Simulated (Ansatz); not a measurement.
# CH₃F₃STi: up Jacob's ladder to CCSD(T)

An exercise on one series of results from a longer session: the logs are not shown, and one member is left open.

Method: functionals in def2-TZVPP, the program's frozen cores in correlated methods; program: Ansatz 0.2.0, Gaussian basis.

Levels to be run: LDA (SPW92), PBE-D4, revPBE-D4, BLYP-D4, r2SCAN-D4, B97M-V, PBE0-D4, B3LYP-D4, r2SCANh-D4, r2SCAN0-D4, HSE06-D4, BHLYP-D4, CAM-B3LYP-D4, LC-ωPBE, ωB97X-V, ωB97M-V, B2PLYP, PBE-QIDH; CCSD(T)/def2-SVP; CCSD(T)/def2-TZVPP; MP2/def2-QZVPP; extrapolation to the limit; RPA on PBE.

## Structure used throughout

The geometry comes from an earlier relaxation with PBE0-D4 in a triple-zeta def2 set; it is a stationary point, not always the lowest conformer.

SMILES `C[S][Ti]([F])([F])[F]`, 9 atoms, charge 0, spin multiplicity 1.

Atoms are counted from 1 here; the program's logs count them from 0.

Bond lengths: C1–S2 1.824 Å, C1–H7 1.090 Å, C1–H8 1.090 Å, C1–H9 1.090 Å, S2–Ti3 2.252 Å, Ti3–F4 1.752 Å, Ti3–F5 1.743 Å, Ti3–F6 1.752 Å. Angles: S2–C1–H7 110.9°, S2–C1–H8 110.8°, S2–C1–H9 106.7°, H7–C1–H8 110.4°, H7–C1–H9 109.0°, H8–C1–H9 109.0°, C1–S2–Ti3 96.5°, S2–Ti3–F4 107.7°, S2–Ti3–F5 107.0°, S2–Ti3–F6 107.7°, F4–Ti3–F5 113.1°, F4–Ti3–F6 107.8°, F5–Ti3–F6 113.1°.

The first run:

in.yaml reads:

```yaml
crystal:
  periodic: [false, false, false]
  atoms:
    - {symbol: C, position_ang: [-0.016423, -1.273995, 0.874397]}
    - {symbol: S, position_ang: [1.301977, -0.561032, -0.164904]}
    - {symbol: Ti, position_ang: [0.124641, 1.218523, -0.884689]}
    - {symbol: F, position_ang: [-1.314078, 0.617752, -1.684329]}
    - {symbol: F, position_ang: [1.168832, 2.126914, -1.944303]}
    - {symbol: F, position_ang: [-0.384731, 2.126576, 0.524695]}
    - {symbol: H, position_ang: [-0.304315, -0.581718, 1.665025]}
    - {symbol: H, position_ang: [-0.882642, -1.543247, 0.270823]}
    - {symbol: H, position_ang: [0.395140, -2.176073, 1.326186]}
basis:
  gaussian: {orbitals: def2-TZVPP}
hamiltonian: {xc: lda}
output: {orbitals: {seedname: orbitals}}
```

On the command line:

```bash
> ansatz run in.yaml --threads 4 --pin off --events-out ev --progress --plain --max-ram 11315MiB
```

Among the steps run: LDA; PBE-D4 (GGA); revPBE-D4 (GGA); BLYP-D4 (GGA); r2SCAN-D4 (meta-GGA); B97M-V (meta-GGA); B3LYP-D4 (hybrid); r2SCANh-D4 (hybrid); r2SCAN0-D4 (hybrid); HSE06-D4 (hybrid); BHLYP-D4 (hybrid); CAM-B3LYP-D4 (range-separated); LC-ωPBE (range-separated); ωB97X-V (range-separated); ωB97M-V (range-separated); B2PLYP (double hybrid); PBE-QIDH (double hybrid).

One table of the session follows, with a row left open; its other results are not shown here.

It belongs to the step «Frontier levels by functional». 

```
  functional  HOMO (eV)  LUMO (eV)  gap (eV)
 LDA (SPW92)      -6.76      -4.13      2.63
      PBE-D4      -6.59      -3.84      2.75
   revPBE-D4      -6.52      -3.74      2.79
     BLYP-D4      -6.46      -3.75      2.71
   r2SCAN-D4      -6.86      -3.79      3.08
      B97M-V          ?          ?         ?
     PBE0-D4      -7.82      -2.90      4.92
    B3LYP-D4      -7.60      -3.18      4.42
  r2SCANh-D4      -7.32      -3.42      3.90
  r2SCAN0-D4      -8.00      -2.85      5.15
    HSE06-D4      -7.42      -3.28      4.14
    BHLYP-D4      -8.92      -1.79      7.13
CAM-B3LYP-D4      -9.12      -1.80      7.32
     LC-ωPBE     -10.42      -0.62      9.79
     ωB97X-V     -10.08      -0.64      9.45
     ωB97M-V      -9.94      -0.64      9.31
```

Estimate the missing values for B97M-V.

The run gave: HOMO (eV): -6.94; LUMO (eV): -3.78; gap (eV): 3.16. In the column «HOMO (eV)» it lies between r2SCANh-D4 (-7.32) and r2SCAN-D4 (-6.86).
